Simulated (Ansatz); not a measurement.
# As2H: the cost of one run

Method: cc-pVTZ, all electrons in the functionals; program: Ansatz 0.2.0, Gaussian basis.

The runs, in order: PBE, r2SCAN, PBE0, B3LYP, BHLYP, wB97M-V, at charge 0, quartet; charge 0, doublet; charge 0, sextet; charge 1, triplet; charge 1, quintet (not every functional at every point).

3 further runs of the same task are left out: 3 set aside as unsound or not needed. Runs told in other sessions of the task aren't counted.

**1. The geometry**

The geometry is a PBE0/def2-TZVP stationary point (not a proven minimum). No spin-orbit coupling is included. The filled d shell of As may be among the frozen orbitals whatever the setting's name suggests.

3 atoms, charge 0, spin multiplicity 4.

Atoms are counted from 1 here; the program's logs count them from 0.

Bond lengths: As1–As2 2.491 Å, As1–H3 1.530 Å. Angles: As2–As1–H3 92.0°.

No dispersion term is added; wB97M-V holds VV10 nonlocal correlation. B3LYP takes the VWN-RPA correlation.

The geometry shown and the zero of energy belong to the point charge 0, quartet. The yardstick, UCCSDT(Q), and other wave-function levels (R restricted, U unrestricted, valence and pair active spaces) come from earlier runs.

**2. PBE, charge 0, quartet**

in.yaml

```yaml
crystal:
  periodic: [false, false, false]
  atoms:
    - {symbol: As, position_ang: [0.000000, -0.525099, 0.802993]}
    - {symbol: As, position_ang: [0.000000, -0.477272, -1.687686]}
    - {symbol: H, position_ang: [0.000000, 1.002371, 0.884693]}
basis:
  gaussian: {orbitals: cc-pVTZ}
magnetization: {spin_polarized: true, initial_magnetization: 3}
hamiltonian: {xc: {name: PBE}}
output: {orbitals: {seedname: orbitals}}
```

Run with:

```sh
$ ansatz run in.yaml --threads 1 --pin off --events-out ev --progress --plain --max-ram 2816MiB --backend cpu
```

**Question.** How long does this run take on 1 thread of AMD EPYC 7R13, shared host?

About 4.2 s.
